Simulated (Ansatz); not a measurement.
Crystal: HfIn4SiO6.

```
CELL_PARAMETERS angstrom
2.41414 -8.12134 -0.00008
2.41414 8.12134 -0.00008
-0.99593 0.00000 4.72934
ATOMIC_POSITIONS crystal
Hf 0.00000 0.00000 0.00000
In 0.66331 0.33669 0.00000
In 0.16209 0.83791 0.50000
In 0.33669 0.66331 0.00000
In 0.83791 0.16209 0.50000
Si 0.50000 0.50000 0.50000
O 0.73030 0.73030 0.27048
O 0.26970 0.26970 0.72952
O 0.19567 0.35702 0.27610
O 0.64298 0.80433 0.72390
O 0.80433 0.64298 0.72390
O 0.35702 0.19567 0.27610
```

The cell was built by a generator and needn't be a form met in nature.

| Quantity | Value |
| --- | --- |
| Program | Ansatz 0.2.0 |
| Task | relaxation of cell and atoms |
| Functional | r2SCAN |
| Dispersion | rVV10 |
| Potentials or basis | Ansatz PAW |
| Cutoff | 500 eV (not typed: the program's choice for these potentials) |
| k mesh | 4 × 4 × 4 |
| Occupations | fermi-dirac, width 0.05 eV |
| Spin | no spin polarisation |

At the start: volume 15.45 Å³/atom.

**Question.** Where does the relaxation end?

**Answer.** It ends after 7 steps and the volume is 14.70 Å³/atom (-4.9 %); space group C2/m (No. 12, to 0.05 Å).

The path:
| step | energy change (eV) | largest force (eV/Å) | volume (Å³) |
| --- | --- | --- | --- |
| 1 | 0.0000 | 0.3999 | 185.45 |
| 2 | -0.1225 | 0.4588 | 174.40 |
| 3 | -0.1698 | 0.1691 | 176.91 |
| 4 | -0.1735 | 0.0615 | 176.50 |
| 5 | -0.1742 | 0.0488 | 176.51 |
| 6 | -0.1745 | 0.0067 | 176.37 |
| 7 | -0.1713 | 0.0067 | 176.37 |

Final structure:
```xyz
12
Lattice="2.3817 -7.9632 -0.0203 2.3817 7.9632 -0.0203 -1.0221 0.0000 4.6583" Properties=species:S:1:pos:R:3 pbc="T T T"
Hf    0.0000    0.0000    0.0000
In    2.3817   -2.5951   -0.0203
In    1.8707    5.3856    2.3089
In    2.3817    2.5951   -0.0203
In    1.8707   -5.3856    2.3089
Si    1.8707    0.0000    2.3089
O     3.2016    0.0000    1.2299
O     0.5398    0.0000    3.3879
O     1.0368    1.3015    1.2804
O     2.7046    1.3015    3.3374
O     2.7046   -1.3015    3.3374
O     1.0368   -1.3015    1.2804
```

Caveat: the plane-wave basis is chosen anew once the cell has moved, so the energies of steps on either side of that aren't comparable; the PAW data sets come from PBE, with cores solved anew for the run's functional, which leaves a small shift of forces and pressure.
